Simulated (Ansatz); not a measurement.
**Fe: a slab and its surfaces, (11-20), 2 layers**

Aim: cut a slab of Fe (11-20), 2 layers from the relaxed bulk, relax it, and get surface energy and work function. The runs shown use PAW. Its runs: bulk cell relaxed (PAW); bulk in the slab's orientation (PAW); the reference run (PAW); atoms relaxed (PAW); no images along the normal (PAW).

Program: Ansatz 0.2.0. Level of theory: DFT, LDA, PAW with Ansatz's default frozen-core files, scalar-relativistic. These are calculated values, not measurements.

**1. The starting structure**

The structure is hexagonal, space group P6_3/mmc (No. 194). Conventional cell: a = 2.456 Å, b = 2.456 Å, c = 3.978 Å, α = 90.00°, β = 90.00°, γ = 120.00°. Fe (site symmetry -6m2) is surrounded by 12 Fe at 2.44 to 2.46 Å.

Coordinates:

```cif
data_structure
_symmetry_space_group_name_H-M 'P 1'
_symmetry_Int_Tables_number 1
_cell_length_a 2.4558
_cell_length_b 2.4558
_cell_length_c 3.9783
_cell_angle_alpha 90.000
_cell_angle_beta 90.000
_cell_angle_gamma 120.000
_cell_volume 20.78
loop_
_atom_site_label
_atom_site_type_symbol
_atom_site_fract_x
_atom_site_fract_y
_atom_site_fract_z
_atom_site_occupancy
Fe1 Fe 0.33333 0.66667 0.25000 1
Fe2 Fe 0.66667 0.33333 0.75000 1
```

Atoms are numbered in the order of the input: Fe1, Fe2.

**2. Bulk cell relaxed, PAW**

Input file input.yaml:

```yaml
crystal:
  lattice:
    - [2.455760626, 0.0, 0.0]
    - [-1.227880313, 2.1267510877, 0.0]
    - [0.0, 0.0, 3.9783322141]
  atoms:
    - { symbol: Fe, position: [0.3333333333, 0.6666666667, 0.25], spin: 2.5 }
    - { symbol: Fe, position: [0.6666666667, 0.3333333333, 0.75], spin: 2.5 }
magnetization:
  spin_polarized: true
kpoints:
  mp_grid: { grid: [20, 20, 11] }
scf:
  occupations: { method: fermi_dirac, width: 0.05 }
hamiltonian:
  xc: lda
  pseudopotentials: { kind: paw }
output:
  forces: true
  stress: true
relax:
  f_tol: 0.005
  max_steps: 40
  cell: {}
```

On the command line:

```sh
ansatz run input.yaml --threads 2 --pin off --max-ram 6144MiB --backend cpu --events-out ev --progress --plain --runs-dir out
```

After this run come: Bulk in the slab's orientation, PAW; Slab as cut, PAW; Atoms relaxed, PAW; No images along the normal, PAW.

**Question.** What will these runs give? Wanted: surface energy; work function.

**Answer**, as computed:

| quantity | value |
| --- | --- |
| surface energy (PAW, relaxed) | 3.59 J/m² |
| work function (PAW, relaxed) | 4.46 eV |

**Reading.** By PAW the surface costs 3.71 J/m² as cut and 3.59 J/m² relaxed. Thickness wasn't converged, and no reconstruction was sought. Other magnetic orders may lie lower; this is the state that the run reached.
